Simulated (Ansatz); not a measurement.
# Mg: a trial structure relaxed

Aim: relax Mg from this start, structure listed in a database for this formula (R-3m, No. 166), and see where it ends.

Method: DFT r2SCAN, scalar-relativistic, plane waves, PAW, in Ansatz 0.2.0.

**1. The structure to begin with**

Symmetry: R-3m, No. 166, trigonal system. The conventional cell has a = 3.185 Å, b = 3.185 Å, c = 23.100 Å, α = 90.00°, β = 90.00°, γ = 120.00°. Around Mg (site symmetry -3m) lie 12 Mg at 3.16 to 3.19 Å. Around Mg (site symmetry 3m) lie 12 Mg at 3.15 to 3.19 Å.

Structure file:

```cif
data_structure
_symmetry_space_group_name_H-M 'R-3m:H'
_symmetry_Int_Tables_number 166
_cell_length_a 3.1854
_cell_length_b 3.1854
_cell_length_c 23.0996
_cell_angle_alpha 90.000
_cell_angle_beta 90.000
_cell_angle_gamma 120.000
_cell_volume 202.98
loop_
_atom_site_label
_atom_site_type_symbol
_atom_site_symmetry_multiplicity
_atom_site_Wyckoff_symbol
_atom_site_fract_x
_atom_site_fract_y
_atom_site_fract_z
_atom_site_occupancy
Mg1 Mg 3 a 0.00000 0.00000 0.00000 1
Mg2 Mg 6 c 0.33333 0.66667 0.88860 1
```

(A quick probe on a coarse mesh, which set the mesh and smearing, is not shown.)

**3. Relaxing cell and atoms**

File input.yaml:

```yaml
crystal:
  lattice:
    - [1.5926943142, 0.9195424911, 7.6998773267]
    - [-1.5926943142, 0.9195424911, 7.6998773267]
    - [0.0, -1.8390849821, 7.6998773267]
  atoms:
    - { symbol: Mg, position: [0.0, 0.0, 0.0] }
    - { symbol: Mg, position: [0.22193559, 0.22193559, 0.22193559] }
    - { symbol: Mg, position: [0.77806441, 0.77806441, 0.77806441] }
basis:
  ecutwfc: 500
kpoints:
  mp_grid: { grid: [18, 18, 18] }
hamiltonian:
  xc: r2scan
scf:
  occupations: { method: gaussian, width: 0.1 }
output:
  forces: true
  stress: true
  eigenvalues: true
relax:
  adjacent_minimum: "off"
  f_tol: 0.01
  max_steps: 80
  cell: { stress_tol: 0.05 }
```

**Question.** What will these runs give?

The runs gave:

```
           quantity                                                                        value
cell (conventional)  a = 3.185 Å, b = 3.185 Å, c = 23.173 Å, α = 90.00°, β = 90.00°, γ = 120.00°
        space group                                                               R-3m (No. 166)
             volume                                                                22.62 Å³/atom
    gap on the mesh                                                                 none (metal)
```

What this shows: The space group stayed R-3m, and from the first guess the volume went from 22.55 to 22.62 Å³/atom.
